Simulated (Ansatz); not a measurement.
# Ir: the cost of one run

Program: Ansatz 0.2.0. Level of theory: DFT PBEsol, scalar-relativistic, plane waves, PAW. These are calculated values, not measurements.

The COD entry's cell or inner coordinates are ideal or old and differ from later refinements, so a difference from it is no clean test against experiment.

### 1 The structure to begin with

It takes space group Fm-3m (No. 225, cubic). Conventional cell: a = 3.831 Å, b = 3.831 Å, c = 3.831 Å, α = 90.00°, β = 90.00°, γ = 90.00°. Ir (site symmetry m-3m) has 12 Ir at 2.71 Å as nearest neighbours.

Coordinates:

```
Ir
1.0
     0.00000    1.91560    1.91560
     1.91560    0.00000    1.91560
     1.91560    1.91560    0.00000
Ir
1
Direct
  0.00000 0.00000 0.00000
```

The structure rests on an entry of the Crystallography Open Database; cell or positions may have been set otherwise for this series.

### 2 Relaxing cell and atoms: Ir, no spin

input.yaml

```yaml
crystal:
  lattice:
    - [0.0, 1.9156, 1.9156]
    - [1.9156, 0.0, 1.9156]
    - [1.9156, 1.9156, 0.0]
  atoms:
    - { symbol: Ir, position: [0.0, 0.0, 0.0] }
scf:
  occupations: { method: methfessel_paxton, width: 0.1 }
output:
  forces: true
  stress: true
  eigenvalues: true
  write_density: true
  write_potential: true
  elf: true
  volumetric_format: npy
kpoints:
  mp_grid: { grid: [22, 22, 22] }
hamiltonian:
  xc: pbesol
relax:
  f_tol: 0.01
  adjacent_minimum: "off"
  cell: { stress_tol: 0.05 }
```

Command:

```sh
ansatz run input.yaml --threads 1 --pin off --max-ram 3072MiB --backend cpu --events-out ev --progress --plain --runs-dir out
```

**Question.** How long does this run take on 1 thread of Arm Neoverse V1, shared host, and how much memory does it need?

About 15 s, with a peak of 0.35 GiB.
